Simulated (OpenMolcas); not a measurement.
# W³⁺ among point charges: CASSCF and CASPT2 levels and susceptibility, part 2 of 2

How does a field of 4 point charges split the states of W³⁺, and what χT follows?

OpenMolcas 26.06; ANO-RCC-VTZP, DKH2, active space 3 electrons in 5 orbitals (5d), orbitals: per spin and parity. Surroundings: 4 point charges of -2.5 e arranged as a tetrahedron (Td), 2.09 Å from the ion.

## (6) CASPT2: IPEA 0.25, imaginary shift 0.1 (closed shells correlated: 4f 5s 5p)

Input file a.inp:

```
>>> COPY JOB001 $Project.JobIph
&CASPT2
Multistate=10 1 2 3 4 5 6 7 8 9 10
NoMult
Frozen=23
IPEA=0.25
Imaginary=0.1
MaxIter=60
WThr=0.0 0.3 0.05
PrWF=0.5
NoMix
>>> COPY JOB002 $Project.JobIph
&CASPT2
Multistate=40 1 2 3 4 5 6 7 8 9 10 11 12 13 14 15 16 17 18 19 20 21 22
23 24 25 26 27 28 29 30 31 32 33 34 35 36 37 38 39 40
NoMult
Frozen=23
IPEA=0.25
Imaginary=0.1
MaxIter=60
WThr=0.0 0.3 0.05
PrWF=0.5
NoMix
```

What it wrote:

```text
Orbital specifications:
      -----------------------

      Symmetry species                           1
                                                 a
      Frozen orbitals                           23
      Inactive orbitals                         11
      Active orbitals                            5
      Secondary orbitals                        65
      Deleted orbitals                           0
      Number of basis functions                104
Type of calculation                        SS-CASPT2
      Fock operator                              state-specific
      IPEA shift                                 0.25
      Real shift                                 0.00
      Imaginary shift                            0.10
      The input orbitals will be transformed to quasi-canonical
Reference energy:      -16133.3467709170
      E2 (Non-variational):      -1.1094747711
      Shift correction:          -0.0002597479
      E2 (Variational):          -1.1097345191
      Total energy:          -16134.4565054361
      Residual norm:              0.0000006026
      Reference weight:           0.90276
      Contributions to the CASPT2 correlation energy
      Active & Virtual Only:         -0.0159990099
      One Inactive Excited:          -0.1589928917
      Two Inactive Excited:          -0.9344828695
Reference energy:      -16133.3467709170
      E2 (Non-variational):      -1.1095766928
      Shift correction:          -0.0002645194
      E2 (Variational):          -1.1098412122
      Total energy:          -16134.4566121292
      Residual norm:              0.0000006167
      Reference weight:           0.90258
      Contributions to the CASPT2 correlation energy
      Active & Virtual Only:         -0.0160677683
      One Inactive Excited:          -0.1590132392
      Two Inactive Excited:          -0.9344956853
::    CASPT2 Root  1     Total energy: -16134.45650544
::    CASPT2 Root  2     Total energy: -16134.45661213
::    CASPT2 Root  3     Total energy: -16134.45694497
::    CASPT2 Root  4     Total energy: -16134.44468436
::    CASPT2 Root  5     Total energy: -16134.44646807
::    CASPT2 Root  6     Total energy: -16134.44638543
::    CASPT2 Root  7     Total energy: -16134.43210032
::    CASPT2 Root  8     Total energy: -16134.41131543
::    CASPT2 Root  9     Total energy: -16134.41162454
::    CASPT2 Root 10     Total energy: -16134.41162521
Orbital specifications:
      -----------------------

      Symmetry species                           1
                                                 a
      Frozen orbitals                           23
      Inactive orbitals                         11
      Active orbitals                            5
      Secondary orbitals                        65
      Deleted orbitals                           0
      Number of basis functions                104
Type of calculation                        SS-CASPT2
      Fock operator                              state-specific
      IPEA shift                                 0.25
      Real shift                                 0.00
      Imaginary shift                            0.10
      The input orbitals will be transformed to quasi-canonical
Reference energy:      -16133.2992103236
      E2 (Non-variational):      -1.1149461964
      Shift correction:          -0.0002917802
      E2 (Variational):          -1.1152379765
      Total energy:          -16134.4144483002
      Residual norm:              0.0000002343
      Reference weight:           0.90164
      Contributions to the CASPT2 correlation energy
      Active & Virtual Only:         -0.0233107481
      One Inactive Excited:          -0.1572919779
      Two Inactive Excited:          -0.9343434704
Reference energy:      -16133.2992103236
      E2 (Non-variational):      -1.1145258879
      Shift correction:          -0.0002085648
      E2 (Variational):          -1.1147344527
      Total energy:          -16134.4139447763
      Residual norm:              0.0000002484
      Reference weight:           0.90316
      Contributions to the CASPT2 correlation energy
      Active & Virtual Only:         -0.0228825531
      One Inactive Excited:          -0.1573006518
      Two Inactive Excited:          -0.9343426830
::    CASPT2 Root  1     Total energy: -16134.41444830
::    CASPT2 Root  2     Total energy: -16134.41394478
::    CASPT2 Root  3     Total energy: -16134.41398337
::    CASPT2 Root  4     Total energy: -16134.41352527
::    CASPT2 Root  5     Total energy: -16134.41380802
::    CASPT2 Root  6     Total energy: -16134.41484925
::    CASPT2 Root  7     Total energy: -16134.41237848
::    CASPT2 Root  8     Total energy: -16134.41240594
::    CASPT2 Root  9     Total energy: -16134.41127566
::    CASPT2 Root 10     Total energy: -16134.40777797
::    CASPT2 Root 11     Total energy: -16134.40645289
::    CASPT2 Root 12     Total energy: -16134.40778758
::    CASPT2 Root 13     Total energy: -16134.39940418
::    CASPT2 Root 14     Total energy: -16134.39955176
::    CASPT2 Root 15     Total energy: -16134.39658881
::    CASPT2 Root 16     Total energy: -16134.39737841
::    CASPT2 Root 17     Total energy: -16134.39657342
::    CASPT2 Root 18     Total energy: -16134.39797045
::    CASPT2 Root 19     Total energy: -16134.39723708
::    CASPT2 Root 20     Total energy: -16134.39789189
::    CASPT2 Root 21     Total energy: -16134.39441458
::    CASPT2 Root 22     Total energy: -16134.39491059
::    CASPT2 Root 23     Total energy: -16134.39439128
::    CASPT2 Root 24     Total energy: -16134.39353157
::    CASPT2 Root 25     Total energy: -16134.39453321
::    CASPT2 Root 26     Total energy: -16134.39360616
::    CASPT2 Root 27     Total energy: -16134.38752639
::    CASPT2 Root 28     Total energy: -16134.38720726
::    CASPT2 Root 29     Total energy: -16134.36948687
::    CASPT2 Root 30     Total energy: -16134.36600942
```

This run took 85 s in all on 1 thread, shared host.

SS-CASPT2: lowest energy less the reference's lowest, -1.1099 hartree; reference weights 0.850 to 0.903.

Spin-free states, with their symmetry labels:

```csv
state,degeneracy,E (cm-1),free-ion L (%)
4T1,3,0,F (99)
4T2,3,2379,F (100)
4A2,1,5396,F (100)
2A1,1,9182,G (100)
2E,2,9326,G (46)
2T1,3,9419,G (57)
doublet,3,9803,G (89)
4T1,3,9913,P (99)
doublet,3,10831,P (61)
2E,2,12556,H (55)
doublet,3,12946,H (54)
doublet,3,13134,H (68)
doublet,3,13633,H (68)
doublet,3,13782,D (68)
doublet,2,15214,G (49)
2A2,1,19138,F (100)
2T1,3,19778,F (96)
2T2,3,19965,F (94)
2E,2,30494,D (99)
doublet,3,31312,D (99)
```

With spin-orbit coupling:

| E (cm-1) | Degeneracy | Label | 2S+1 | g |
| --- | --- | --- | --- | --- |
| 0 | 4 |  | 4 |  |
| 2730 | 2 | Γ7 | 4 | 1.96 1.96 1.96 |
| 3660 | 4 |  | 4 |  |
| 5770 | 2 | Γ6 | 4 | 0.33 0.33 0.33 |
| 6210 | 4 |  | 4 |  |
| 6720 | 2 | Γ7 | 4 | 3.71 3.71 3.71 |
| 7850 | 2 |  | 4 | 1.41 1.41 1.41 |
| 8490 | 4 |  | 4 |  |
| 9840 | 4 | Γ8 | 4 |  |
| 10100 | 4 |  | 2 |  |
| 11180 | 2 | Γ6 | 4 | 2.09 2.09 2.09 |
| 13460 | 2 |  | 2 | 1.72 1.72 1.72 |
| 13840 | 2 |  | 2 | 2.42 2.42 2.42 |
| 13900 | 4 |  | 2 |  |
| 13930 | 2 |  | 2 | 3.27 3.27 3.27 |
| 13940 | 4 |  | 2 |  |
| 15470 | 4 |  | 4 |  |
| 15550 | 2 | Γ7 | 4 | 2.44 2.44 2.44 |
| 15870 | 4 |  | 4 |  |
| 17330 | 4 |  | 2 |  |
| 17420 | 2 | Γ6 | 2 | 0.51 0.51 0.51 |
| 19030 | 4 |  | 2 |  |
| 19310 | 2 |  | 2 | 2.51 2.51 2.51 |
| 19370 | 4 |  | 2 |  |

Powder χT (cm³ K/mol): 0.08 at 2 K, 0.08 at 5 K, 0.08 at 10 K, 0.08 at 20 K, 0.08 at 50 K, 0.09 at 100 K, 0.10 at 150 K, 0.11 at 200 K, 0.12 at 250 K, 0.13 at 300 K.

A ligand-field fit to the states below 45000 cm-1 gives 10Dq = -1932 cm-1, B = 495 cm-1 and C = 2066 cm-1 (C/B = 4.17), with a deviation of 533 cm-1.

## (7) The methods side by side

A. CASSCF
B. SS-CASPT2, IPEA 0.25, imaginary shift 0.1 (closed shells correlated: 4f 5s 5p)

```csv
method,ground state,first state of that spin (cm-1),first gap with spin-orbit (cm-1),χT at 300 K
A,4T1,4T2 2638,2463.1,0.14
B,4T1,4T2 2379,2725.8,0.13
```

## (8) Results

The summary covers parts 1 to 2.

| quantity | value |
| --- | --- |
| method | SS-CASPT2, IPEA 0.25, imaginary shift 0.1 (closed shells correlated: 4f 5s 5p) |
| spin-free ground state | 4T1, 3-fold in its orbital part |
| first state of the same spin within the active space | 4T2 at 2380 cm⁻¹ |
| lowest level | 4-fold |
| next level | 2725.8 cm⁻¹ |
| χT at 300 K | 0.13 cm³ K/mol |
| effective moment at 300 K | 1.00 μB |

Cost by method:

```csv
method,time of its own steps,time with the reference
A. CASSCF,22 s,22 s
"B. SS-CASPT2, IPEA 0.25, imaginary shift 0.1, +4f 5s 5p",85 s,1.8 min
```

Times are of one thread on a shared host.

What this shows: The spin-free ground state (4T1) comes to 99 % from free-ion F terms and keeps the highest spin of the shell. χT at 300 K is 0.13, against 1.88 cm³ K/mol for the spin alone, so spin-orbit coupling lowers it. A ligand-field fit to the states below 45000 cm-1 gives 10Dq = -1932 cm-1, B = 495 cm-1 and C = 2066 cm-1 (C/B = 4.17), with a deviation of 533 cm-1. CASPT2 does not keep the components of a term degenerate, and the means are used. The field of point charges can differ much from that of real complexes. This is an electrostatic model: the charges have no orbitals.
